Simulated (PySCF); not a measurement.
# C5H10O3: runs on many settings, part 2 of 2

PySCF 2.14.0. Atoms count from 0.

## 5. NMR shieldings: BP86/6-311G** in cyclohexane

Job settings and geometry (Å):

```
{"job": {"kind": "nmr", "xc": "BP86", "basis": "6-311G**", "solvent": "cyclohexane", "pop": true, "scf": {"damp": 0.2}}, "charge": 0, "multiplicity": 1}
C     -2.288569     0.019179     0.356386
C     -1.535938    -0.901903    -0.597614
O     -1.082855    -0.264659    -1.788875
C     -0.132942     0.724272    -1.636815
O      1.126820     0.204094    -1.214689
C      1.492542     0.382328     0.065412
C      2.827070    -0.258788     0.329100
O      0.847164     0.995519     0.872534
H     -1.608775     0.705194     0.855937
H     -3.039990     0.586762    -0.187360
H     -2.781292    -0.582362     1.114985
H     -0.690647    -1.372423    -0.077494
H     -2.196624    -1.688828    -0.967946
H      0.027148     1.143733    -2.634063
H     -0.440579     1.507657    -0.928534
H      2.924665    -0.478911     1.387971
H      2.936489    -1.158423    -0.268439
H      3.607556     0.443878     0.043088
```

Level: GIAO BP86/6-311G** NMR shielding, non-relativistic, IEF-PCM cyclohexane.

Standard output:

```text
damping 0.20 in the first 6 cycles
final grid: 143384 points
cycle   1  E = -422.0789620879  dE =  1.034e+00  |g| = 1.205e+00  |ddm| = 3.244e+00
cycle   2  E = -421.7609717634  dE =  3.180e-01  |g| = 1.774e+00  |ddm| = 1.895e+00
cycle   3  E = -421.2911191141  dE =  4.699e-01  |g| = 2.484e+00  |ddm| = 2.370e+00
cycle   4  E = -418.8499318464  dE =  2.441e+00  |g| = 3.941e+00  |ddm| = 4.800e+00
cycle   5  E = -416.9469789081  dE =  1.903e+00  |g| = 5.478e+00  |ddm| = 6.330e+00
cycle   6  E = -391.3999519094  dE =  2.555e+01  |g| = 9.459e+00  |ddm| = 1.210e+01
cycle   7  E = -338.1686133496  dE =  5.323e+01  |g| = 1.498e+01  |ddm| = 2.838e+01
cycle   8  E = -408.5355815748  dE = -7.037e+01  |g| = 6.846e+00  |ddm| = 2.850e+01
cycle   9  E = -405.6872295413  dE =  2.848e+00  |g| = 6.317e+00  |ddm| = 1.647e+01
cycle  10  E = -414.8598917382  dE = -9.173e+00  |g| = 4.286e+00  |ddm| = 1.292e+01
cycle  11  E = -420.7268185143  dE = -5.867e+00  |g| = 2.803e+00  |ddm| = 7.450e+00
cycle  12  E = -422.0571643632  dE = -1.330e+00  |g| = 1.198e+00  |ddm| = 2.716e+00
cycle  13  E = -422.2438541811  dE = -1.867e-01  |g| = 7.108e-01  |ddm| = 8.393e-01
cycle  14  E = -422.3254422787  dE = -8.159e-02  |g| = 3.036e-01  |ddm| = 4.481e-01
cycle  15  E = -422.3310179538  dE = -5.576e-03  |g| = 2.726e-01  |ddm| = 3.354e-01
cycle  16  E = -422.3436377909  dE = -1.262e-02  |g| = 6.657e-02  |ddm| = 1.655e-01
cycle  17  E = -422.3445136860  dE = -8.759e-04  |g| = 1.798e-02  |ddm| = 4.764e-02
cycle  18  E = -422.3445754201  dE = -6.173e-05  |g| = 4.739e-03  |ddm| = 1.410e-02
cycle  19  E = -422.3445795834  dE = -4.163e-06  |g| = 1.213e-03  |ddm| = 4.510e-03
cycle  20  E = -422.3445799481  dE = -3.647e-07  |g| = 4.039e-04  |ddm| = 1.051e-03
cycle  21  E = -422.3445799468  dE =  1.286e-09  |g| = 1.377e-04  |ddm| = 3.683e-04
cycle  22  E = -422.3445799502  dE = -3.447e-09  |g| = 5.567e-05  |ddm| = 1.056e-04
cycle  23  E = -422.3445799509  dE = -6.530e-10  |g| = 2.185e-05  |ddm| = 4.939e-05
converged SCF energy = -422.3445799509

GIAO shielding tensors (ppm)
atom      isotropic    diamagn.    paramagn.     s11        s22        s33       span
  0 C      172.615     249.251     -76.636    153.952    174.175    189.717     35.765
  1 C      120.493     248.977    -128.484     82.569    112.516    166.394     83.826
  2 O      242.234     390.883    -148.649    199.250    229.905    297.548     98.298
  3 C      100.206     250.673    -150.466     60.098    108.215    132.306     72.208
  4 O       90.157     398.717    -308.560    -67.934    129.604    208.802    276.736
  5 C       14.066     255.432    -241.366    -80.158     52.490     69.866    150.023
  6 C      163.855     248.032     -84.178    140.542    156.919    194.103     53.561
  7 O      -68.157     403.549    -471.706   -328.807   -182.355    306.692    635.499
  8 H       29.714      32.129      -2.415     24.635     30.431     34.077      9.442
  9 H       31.187      30.347       0.840     27.920     28.710     36.930      9.009
 10 H       31.281      30.436       0.845     27.914     28.299     37.630      9.716
 11 H       28.202      33.849      -5.647     24.446     28.630     31.528      7.082
 12 H       28.023      30.701      -2.678     22.697     28.166     33.207     10.510
 13 H       26.988      29.675      -2.687     21.537     27.264     32.162     10.626
 14 H       25.404      32.856      -7.453     22.558     25.931     27.722      5.164
 15 H       30.155      29.043       1.112     26.483     28.896     35.087      8.605
 16 H       29.882      29.607       0.276     25.895     29.762     33.991      8.096
 17 H       29.719      27.541       2.178     26.892     27.904     34.361      7.469
```

Wall time 39 s (1 thread of Arm Neoverse V1, shared host); peak memory 0.91 GiB.

This run: σ C5 14.1, C3 100.2, C1 120.5, C6 163.9, H13 26.20, H11 28.11 ppm (means over like atoms).

## 6. Excited states and response: PBE0/6-31G-J in chloroform

The job, as its differences from that of step 5:

```diff
@@ -1,2 +1,2 @@
-{"job": {"kind": "nmr", "xc": "BP86", "basis": "6-311G**", "solvent": "cyclohexane", "pop": true, "scf": {"damp": 0.2}}, "charge": 0, "multiplicity": 1}
+{"job": {"kind": "uv", "xc": "PBE0", "basis": "6-31G-J", "solvent": "chloroform", "nstates": 3, "ntriplets": 5, "tda": true, "scf": {"aux": "def2-universal-jkfit"}}, "charge": 0, "multiplicity": 1}
 C     -2.288569     0.019179     0.356386
```

Method: TDA PBE0/6-31G-J, vertical, IEF-PCM chloroform (non-equilibrium linear response), core orbitals frozen in the response.

Standard output:

```text
final grid: 143384 points
cycle   1  E = -421.4864798317  dE =  1.284e+00  |g| = 1.007e+00  |ddm| = 3.877e+00
cycle   2  E = -421.1285668620  dE =  3.579e-01  |g| = 1.723e+00  |ddm| = 2.355e+00
cycle   3  E = -421.6733171172  dE = -5.448e-01  |g| = 2.888e-01  |ddm| = 1.642e+00
cycle   4  E = -421.6885614949  dE = -1.524e-02  |g| = 7.180e-02  |ddm| = 2.785e-01
cycle   5  E = -421.6893390261  dE = -7.775e-04  |g| = 2.314e-02  |ddm| = 5.915e-02
cycle   6  E = -421.6894603759  dE = -1.213e-04  |g| = 3.793e-03  |ddm| = 2.064e-02
cycle   7  E = -421.6894629007  dE = -2.525e-06  |g| = 1.613e-03  |ddm| = 4.312e-03
cycle   8  E = -421.6894633510  dE = -4.503e-07  |g| = 3.807e-04  |ddm| = 1.605e-03
cycle   9  E = -421.6894633794  dE = -2.847e-08  |g| = 7.758e-05  |ddm| = 4.270e-04
cycle  10  E = -421.6894633809  dE = -1.443e-09  |g| = 1.062e-05  |ddm| = 1.040e-04
cycle  11  E = -421.6894633809  dE = -2.717e-11  |g| = 5.621e-06  |ddm| = 1.813e-05
converged SCF energy = -421.6894633809

Static polarisability (au): isotropic 69.121, principal 60.525 70.066 76.773

Singlet excitations
state   eV       nm        f      main configurations
  1   5.8748    211.0   0.00129   H-1->L 0.54, H->L 0.44
  2   6.7965    182.4   0.00611   H->L 0.54, H-1->L 0.43
  3   7.8584    157.8   0.03181   H-2->L 0.89, H-3->L 0.09

Triplet excitations (Tamm-Dancoff, eV): 5.3096 6.0331 6.7396 7.7769 8.1145
```

It took 18 s on 1 thread of Arm Neoverse V1, shared host; peak memory 0.79 GiB.

Frontier orbitals and where they lie:

```
orbital     eV                       atoms
 HOMO−3  -9.26    O4 37 %, O7 29 %, O2 7 %
 HOMO−2  -8.84   O2 40 %, O4 12 %, C1 10 %
 HOMO−1  -8.34   O7 55 %, O4 14 %, O2 10 %
   HOMO  -7.74    O2 52 %, O7 16 %, C0 7 %
   LUMO   0.08    C5 52 %, O7 26 %, O4 8 %
 LUMO+1   2.92  C1 13 %, H11 12 %, C6 10 %
 LUMO+2   3.51  C3 15 %, C6 12 %, H10 11 %
```

With each of the 3 states as a Gaussian band of 0.4 eV half-width at 1/e, the curve within the window shown has maxima at 210 nm (ε 54), 182 nm (ε 250), 158 nm (ε 1,300) L/(mol cm). Beyond the last state computed it falls off for lack of states. The curve at chosen wavelengths:

```
 nm  ε (L/mol/cm)
152           734
155          1135
159          1261
162           996
165           627
169           276
172           178
175           177
179           228
182           249
185           235
189           178
192           127
195            87
198            62
202            50
205            51
208            53
212            53
215            49
218            42
222            31
225            23
228            16
232             9
235             6
```

Ground-state properties from the same run:

```
           property  computed
  dipole moment (D)      1.23
polarisability (Å³)     10.24
 HOMO–LUMO gap (eV)      7.81
      −ε(HOMO) (eV)      7.74
```

## 7. Run by run: NMR shifts

Isotropic shieldings (ppm) of some atoms, chosen among heavy atoms and hydrogens apart, means over like atoms, with basis size and wall time:

```
                         run    C5     C1    H15     H8     O7    O4     O2  functions  time
               PBE0/pcSseg-1   9.2  123.2  29.52  30.32  -91.7  98.8  252.5        186  26 s
              HSE06/pcSseg-1   8.0  122.3  29.53  30.33  -92.5  97.2  251.1        186  53 s
BP86/6-311G** in cyclohexane  14.1  120.5  29.92  30.73  -68.2  90.2  242.2        204  39 s
```

## 8. Outcome

This closing draws on all 2 parts.

```
                                                              quantity                                            value
                                13C shifts against TMS (PBE0/pcSseg-1)                177.8, 84.9, 63.8, 23.1, 13.9 ppm
1H shifts against TMS (PBE0/pcSseg-1, means over atoms taken as alike)                       5.64, 3.74, 2.19, 1.39 ppm
                                17O shifts against H2O (PBE0/pcSseg-1)                           427.7, 237.3, 83.6 ppm
                                         lowest singlet (PBE0/6-31G-J)                      5.87 eV (211 nm), f = 0.001
                              brightest single state of those computed                      state 3, 7.86 eV, f = 0.032
                                                        lowest triplet                                          5.31 eV
                                          range of the shielding of O7                               -92.5 to -68.2 ppm
                                         property runs in this session  5, of which 0 failed and 1 gave unsound results
```

**Reading.** Single values in the summary come from the first run of each kind that ended normally (PBE0/pcSseg-1; PBE0/6-31G-J), which need not be the best level. C5 (ester carbonyl carbon) lies farthest downfield among carbon, at 177.8 ppm; it is a carbonyl in resonance with an O or N lone pair, the region of acids, esters and amides. The most deshielded hydrogen is H13, H14 (mean) (hydrogen on an sp3 carbon bearing two oxygens), at 5.64 ppm: its carbon carries O, hence the downfield position. At PBE0/pcSseg-1: The largest span, 685 ppm, is at O7, where the paramagnetic term is -497 ppm. The lowest singlet, at 5.87 eV, is HOMO−1→LUMO 0.54, HOMO→LUMO 0.44 and is weak; of the 3 states computed, the strongest absorption comes from state 3 at 7.86 eV (the last computed, so partners may be missing). The lowest triplet lies 0.57 eV below the lowest singlet. The basis of PBE0/6-31G-J has no diffuse functions, so Rydberg states are missing and the high states are unreliable. Across the 3 runs the shielding of O7 moves most, between -92.5 (HSE06/pcSseg-1) and -68.2 ppm (BP86/6-311G** in cyclohexane).
